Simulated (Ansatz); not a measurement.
# H₆N₂O₂Si: how energies converge with the basis set

One table from this session's results is given with a row withheld; the runs are named, their logs left out.

The runs use Ansatz 0.2.0, Gaussian basis; one geometry, several basis sets.

The runs, in order: PBE0-D4/def2-SVP; ωB97M-V/def2-SVP; PBE0-D4/def2-QZVPP; ωB97M-V/def2-QZVPP; the functionals' def2-TZVPP values are taken from earlier runs.

## Structure used throughout

All runs share one geometry, relaxed beforehand with PBE0-D4 in a triple-zeta def2 set.

SMILES `N[Si](N)(O)O`, 11 atoms, charge 0, spin multiplicity 1.

Atoms are counted from 1 here; the program's logs count them from 0.

Bond lengths: N1–Si2 1.699 Å, N1–H6 1.005 Å, N1–H7 1.005 Å, Si2–N3 1.697 Å, Si2–O4 1.647 Å, Si2–O5 1.648 Å, N3–H8 1.004 Å, N3–H9 1.004 Å, O4–H10 0.958 Å, O5–H11 0.958 Å. Angles: Si2–N1–H6 122.6°, Si2–N1–H7 120.4°, H6–N1–H7 112.9°, N1–Si2–N3 112.2°, N1–Si2–O4 116.5°, N1–Si2–O5 101.6°, N3–Si2–O4 101.9°, N3–Si2–O5 115.2°, O4–Si2–O5 110.1°, Si2–N3–H8 122.0°, Si2–N3–H9 122.6°, H8–N3–H9 113.6°, Si2–O4–H10 115.5°, Si2–O5–H11 115.3°.

Geometry (Å):

```xyz
11
charge 0, multiplicity 1
N    -1.1690    0.9682    0.5284
Si    0.0757    0.0305   -0.1493
N     0.5649   -1.2256    0.8809
O     1.5012    0.8029   -0.4416
O    -0.6085   -0.4531   -1.5687
H    -1.0207    1.5779    1.3130
H    -1.9684    1.2283   -0.0227
H     1.5339   -1.4326    1.0440
H    -0.0549   -1.6546    1.5437
H     1.5044    1.3915   -1.1973
H    -0.2932   -1.2904   -1.9100
```

Set-up of the first run:

File in.yaml:

```yaml
crystal:
  periodic: [false, false, false]
  atoms:
    - {symbol: N, position_ang: [-1.169045, 0.968151, 0.528367]}
    - {symbol: Si, position_ang: [0.075713, 0.030484, -0.149313]}
    - {symbol: N, position_ang: [0.564852, -1.225596, 0.880941]}
    - {symbol: O, position_ang: [1.501207, 0.802874, -0.441560]}
    - {symbol: O, position_ang: [-0.608502, -0.453120, -1.568741]}
    - {symbol: H, position_ang: [-1.020725, 1.577868, 1.313048]}
    - {symbol: H, position_ang: [-1.968361, 1.228298, -0.022692]}
    - {symbol: H, position_ang: [1.533860, -1.432592, 1.044012]}
    - {symbol: H, position_ang: [-0.054931, -1.654610, 1.543729]}
    - {symbol: H, position_ang: [1.504404, 1.391501, -1.197286]}
    - {symbol: H, position_ang: [-0.293173, -1.290357, -1.910007]}
basis:
  gaussian: {orbitals: def2-SVP}
hamiltonian: {xc: pbe0, dispersion: d4}
output: {orbitals: {seedname: orbitals}}
```

Among the steps run: PBE0-D4 in def2-SVP; ωB97M-V in def2-SVP; PBE0-D4 in def2-QZVPP; ωB97M-V in def2-QZVPP.

One of the session's tables, all rows but one given; the rest of the session is left out.

It belongs to the step «Density functionals: the series». 

```
functional       basis  HOMO (eV)  LUMO (eV)
   PBE0-D4    def2-SVP      -6.78       1.54
   PBE0-D4  def2-TZVPP      -7.13       0.76
   PBE0-D4  def2-QZVPP      -7.21       0.31
   ωB97M-V    def2-SVP          ?          ?
   ωB97M-V  def2-TZVPP      -9.55       2.15
   ωB97M-V  def2-QZVPP      -9.62       1.47
```

**Question.** Estimate the row for ωB97M-V, def2-SVP.

The run gave: HOMO (eV): -9.20; LUMO (eV): 3.14. In the column «HOMO (eV)» it lies between ωB97M-V, def2-TZVPP (-9.55) and PBE0-D4, def2-QZVPP (-7.21).
